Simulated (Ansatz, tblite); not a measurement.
# Si14H20 off sphere (Si14H20): a ladder of methods and basis sets

The task here is to estimate one member of a computed series from the others.

The runs use Ansatz 0.2.0, Gaussian basis; as each input shows.

The runs, in order: GFN1-xTB, GFN2-xTB, PBE-D4/def2-TZVP, r2SCAN-D4/def2-TZVP, LDA/def2-TZVP, r2SCANh-D4/def2-TZVP, HSE06-D4/def2-TZVP, LC-ωPBE(0.10)/def2-SVP, LC-ωPBE(0.15)/def2-SVP, LC-ωPBE(0.20)/def2-SVP, LC-ωPBE(0.30)/def2-SVP, PBE-D4/def2-SVP, PBE0-D4/def2-SVP, CCSD(T)/def2-SVP, RPA/def2-SVP.

## The structure

The singlet was relaxed beforehand with PBE-D4/def2-SVP.

34 atoms, charge 0, spin multiplicity 1.

Bond lengths: Si1–Si9 2.353 Å, Si1–Si10 2.356 Å, Si1–H15 1.509 Å, Si1–H16 1.509 Å, Si2–Si8 2.356 Å, Si2–Si11 2.356 Å, Si2–Si12 2.356 Å, Si2–H17 1.511 Å, Si3–Si9 2.352 Å, Si3–Si11 2.353 Å, Si3–Si13 2.353 Å, Si3–H18 1.512 Å, Si4–Si8 2.353 Å, Si4–Si9 2.352 Å, Si4–Si14 2.352 Å, Si4–H19 1.512 Å, Si5–Si10 2.356 Å, Si5–Si14 2.353 Å and more. Angles: Si9–Si1–Si10 109.3°, Si9–Si1–H15 109.7°, Si9–Si1–H16 109.8°, Si10–Si1–H15 109.9°, Si10–Si1–H16 109.8°, H15–Si1–H16 108.3°, Si8–Si2–Si11 109.6°, Si8–Si2–Si12 109.5°, Si8–Si2–H17 109.4°, Si11–Si2–Si12 109.4°, Si11–Si2–H17 109.4°, Si12–Si2–H17 109.4°, Si9–Si3–Si11 109.8°, Si9–Si3–Si13 109.3°, Si9–Si3–H18 109.0°, Si11–Si3–Si13 109.6°, Si11–Si3–H18 110.1°, Si13–Si3–H18 109.0° and more.

Geometry (Å):

```mol
H20Si14
  3D, bonds by distance, orders not assigned

 34 38  0  0  0  0  0  0  0  0999 V2000
    0.6772   -3.4023    0.6775 Si  0  0
   -2.0387    2.0414   -2.0366 Si  0  0
    0.6722   -0.6777   -2.0372 Si  0  0
   -2.0389   -0.6759    0.6779 Si  0  0
    0.6815   -0.6832    3.3993 Si  0  0
    0.6764    2.0355    0.6778 Si  0  0
    3.4007   -0.6803    0.6765 Si  0  0
   -3.4007    0.6834   -0.6759 Si  0  0
   -0.6803   -2.0381   -0.6757 Si  0  0
    2.0399   -2.0416    2.0351 Si  0  0
   -0.6799    0.6824   -3.3997 Si  0  0
   -0.6755    3.4015   -0.6791 Si  0  0
    2.0349    0.6745   -0.6774 Si  0  0
   -0.6756    0.6742    2.0390 Si  0  0
    1.5378   -4.2866   -0.1916 H   0  0
   -0.1886   -4.2851    1.5429 H   0  0
   -2.9111    2.9148   -2.9084 H   0  0
    1.5523   -1.5588   -2.8939 H   0  0
   -2.8966   -1.5556    1.5584 H   0  0
   -0.1846   -1.5474    4.2829 H   0  0
    1.5455    0.1831    4.2830 H   0  0
    1.5595    2.8897    1.5583 H   0  0
    4.2861   -1.5414   -0.1908 H   0  0
    4.2823    0.1877    1.5409 H   0  0
   -4.2877   -0.1811   -1.5384 H   0  0
   -4.2810    1.5481    0.1931 H   0  0
   -1.5624   -2.8935   -1.5560 H   0  0
    2.9128   -2.9149    2.9064 H   0  0
   -1.5426   -0.1800   -4.2884 H   0  0
    0.1910    1.5469   -4.2783 H   0  0
    0.1957    4.2790   -1.5445 H   0  0
   -1.5353    4.2910    0.1854 H   0  0
    2.8889    1.5560   -1.5597 H   0  0
   -1.5551    1.5545    2.8972 H   0  0
  1  9  8  0
  1 10  8  0
  1 15  8  0
  1 16  8  0
  2  8  8  0
  2 11  8  0
  2 12  8  0
  2 17  8  0
  3  9  8  0
  3 11  8  0
  3 13  8  0
  3 18  8  0
  4  8  8  0
  4  9  8  0
  4 14  8  0
  4 19  8  0
  5 10  8  0
  5 14  8  0
  5 20  8  0
  5 21  8  0
  6 12  8  0
  6 13  8  0
  6 14  8  0
  6 22  8  0
  7 10  8  0
  7 13  8  0
  7 23  8  0
  7 24  8  0
  8 25  8  0
  8 26  8  0
  9 27  8  0
 10 28  8  0
 11 29  8  0
 11 30  8  0
 12 31  8  0
 12 32  8  0
 13 33  8  0
 14 34  8  0
M  END
```

PBE0-D4/def2-TZVP was run before; its log isn't repeated, and its numbers join the tables.

Set-up of the first run:

Tight binding, by tblite at 300 K electronic temperature and without a spin-polarisation term:

```python
tblite.interface.Calculator('GFN1-xTB', numbers, positions, charge=0, uhf=0).singlepoint()
```

Tight binding, by tblite at 300 K electronic temperature and without a spin-polarisation term:

```python
tblite.interface.Calculator('GFN2-xTB', numbers, positions, charge=0, uhf=0).singlepoint()
```

start.molden holds the orbitals of an earlier run on this state, given as this run's starting guess.

Input file in.yaml:

```yaml
crystal:
  periodic: [false, false, false]
  atoms:
    - {symbol: Si, position_ang: [0.677236, -3.402299, 0.677537]}
    - {symbol: Si, position_ang: [-2.038690, 2.041421, -2.036613]}
    - {symbol: Si, position_ang: [0.672246, -0.677724, -2.037236]}
    - {symbol: Si, position_ang: [-2.038939, -0.675915, 0.677910]}
    - {symbol: Si, position_ang: [0.681542, -0.683221, 3.399282]}
    - {symbol: Si, position_ang: [0.676443, 2.035492, 0.677838]}
    - {symbol: Si, position_ang: [3.400656, -0.680271, 0.676451]}
    - {symbol: Si, position_ang: [-3.400687, 0.683352, -0.675932]}
    - {symbol: Si, position_ang: [-0.680298, -2.038072, -0.675728]}
    - {symbol: Si, position_ang: [2.039860, -2.041621, 2.035058]}
    - {symbol: Si, position_ang: [-0.679927, 0.682390, -3.399673]}
    - {symbol: Si, position_ang: [-0.675514, 3.401486, -0.679053]}
    - {symbol: Si, position_ang: [2.034878, 0.674544, -0.677432]}
    - {symbol: Si, position_ang: [-0.675637, 0.674248, 2.038988]}
    - {symbol: H, position_ang: [1.537763, -4.286558, -0.191626]}
    - {symbol: H, position_ang: [-0.188582, -4.285122, 1.542924]}
    - {symbol: H, position_ang: [-2.911125, 2.914813, -2.908418]}
    - {symbol: H, position_ang: [1.552333, -1.558806, -2.893917]}
    - {symbol: H, position_ang: [-2.896629, -1.555581, 1.558402]}
    - {symbol: H, position_ang: [-0.184637, -1.547450, 4.282892]}
    - {symbol: H, position_ang: [1.545525, 0.183058, 4.283022]}
    - {symbol: H, position_ang: [1.559491, 2.889715, 1.558334]}
    - {symbol: H, position_ang: [4.286117, -1.541441, -0.190823]}
    - {symbol: H, position_ang: [4.282279, 0.187678, 1.540913]}
    - {symbol: H, position_ang: [-4.287719, -0.181079, -1.538376]}
    - {symbol: H, position_ang: [-4.281007, 1.548115, 0.193061]}
    - {symbol: H, position_ang: [-1.562414, -2.893530, -1.555961]}
    - {symbol: H, position_ang: [2.912829, -2.914930, 2.906380]}
    - {symbol: H, position_ang: [-1.542618, -0.180002, -4.288388]}
    - {symbol: H, position_ang: [0.191025, 1.546943, -4.278259]}
    - {symbol: H, position_ang: [0.195690, 4.278956, -1.544481]}
    - {symbol: H, position_ang: [-1.535343, 4.290957, 0.185399]}
    - {symbol: H, position_ang: [2.888939, 1.555971, -1.559715]}
    - {symbol: H, position_ang: [-1.555067, 1.554473, 2.897210]}
basis:
  gaussian: {orbitals: def2-TZVP, fitting: {mean_field: def2-universal-jkfit}, initial_orbitals: start.molden}
hamiltonian: {xc: pbe, dispersion: d4}
scf: {omitted_lower_state_checks: [starts]}
output: {forces: true, orbitals: {seedname: orbitals}}
```

Command:

```
$ ansatz run in.yaml --threads 2 --pin off --events-out ev --progress --plain --max-ram 32768MiB --backend cuda --devices 0, --max-vram 18GiB
```

Steps of the session up to this table: PBE-D4/def2-TZVP; r2SCAN-D4/def2-TZVP; LDA/def2-TZVP; r2SCANh-D4/def2-TZVP; HSE06-D4/def2-TZVP; LC-ωPBE(0.10)/def2-SVP; LC-ωPBE(0.15)/def2-SVP; LC-ωPBE(0.20)/def2-SVP; LC-ωPBE(0.30)/def2-SVP; PBE-D4/def2-SVP; PBE0-D4/def2-SVP; CCSD(T)/def2-SVP; RPA/def2-SVP.

One table of the session follows, with a row left open; its other results are not shown here.

It belongs to the step «Binding energy». 

```
              method  binding an atom (eV)
         HF/def2-SVP                 2.392
       LDA/def2-TZVP                 3.600
     PBE-D4/def2-SVP                 3.248
    PBE-D4/def2-TZVP                 3.246
 r2SCAN-D4/def2-TZVP                 3.266
r2SCANh-D4/def2-TZVP                 3.258
    PBE0-D4/def2-SVP                 3.246
   PBE0-D4/def2-TZVP                 3.250
  HSE06-D4/def2-TZVP                 3.250
        MP2/def2-SVP                 2.992
       CCSD/def2-SVP                 2.958
    CCSD(T)/def2-SVP                     ?
```

Estimate the missing values for CCSD(T)/def2-SVP.

The run gave: binding an atom (eV): 3.001. In the column «binding an atom (eV)» it lies between MP2/def2-SVP (2.992) and PBE-D4/def2-TZVP (3.246).

Limits of these values: Free atoms were run apart at each level; binding is atoms less cluster, divided by the number of atoms, without zero-point or spin-orbit terms.
